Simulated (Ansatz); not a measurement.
# O2Y: the cost of one run

Method: DFT PBE0, Gaussian basis def2-TZVPP, and further levels as typed in the inputs, in Ansatz 0.2.0.

**1. The structure to begin with**

Bond lengths: Y1–O2 1.980 Å, Y1–O3 1.980 Å, O2–O3 1.500 Å. Angles: Y1–O2–O3 67.7°, O2–Y1–O3 44.5°, Y1–O3–O2 67.7°.

Structure file:

```xyz
3

Y     0.0000    0.0000    0.0000
O     0.7500    0.0000    1.8325
O    -0.7500    0.0100    1.8325
```

**2. Relaxing the atoms: O2Y, charge +1**

Input file input.yaml:

```yaml
relax:
  f_tol: 0.001
  max_steps: 200
crystal:
  periodic: [false, false, false]
  atoms:
    - { symbol: "Y", position_ang: [0.0, 0.0, 0.0] }
    - { symbol: O, position_ang: [0.75, 0.0, 1.832457] }
    - { symbol: O, position_ang: [-0.75, 0.01, 1.832457] }
total_charge: 1
basis:
  gaussian: { orbitals: def2-TZVPP }
hamiltonian:
  xc: pbe0
```

The run is started by

```bash
$ ansatz run input.yaml --threads 8 --pin off --max-ram 12288MiB --backend cpu --events-out ev --progress --plain --runs-dir out
```

Q: Estimate wall time and peak memory on 8 threads of Arm Neoverse N1, shared host.

About 5.8 s, with a peak of 0.2 GiB.
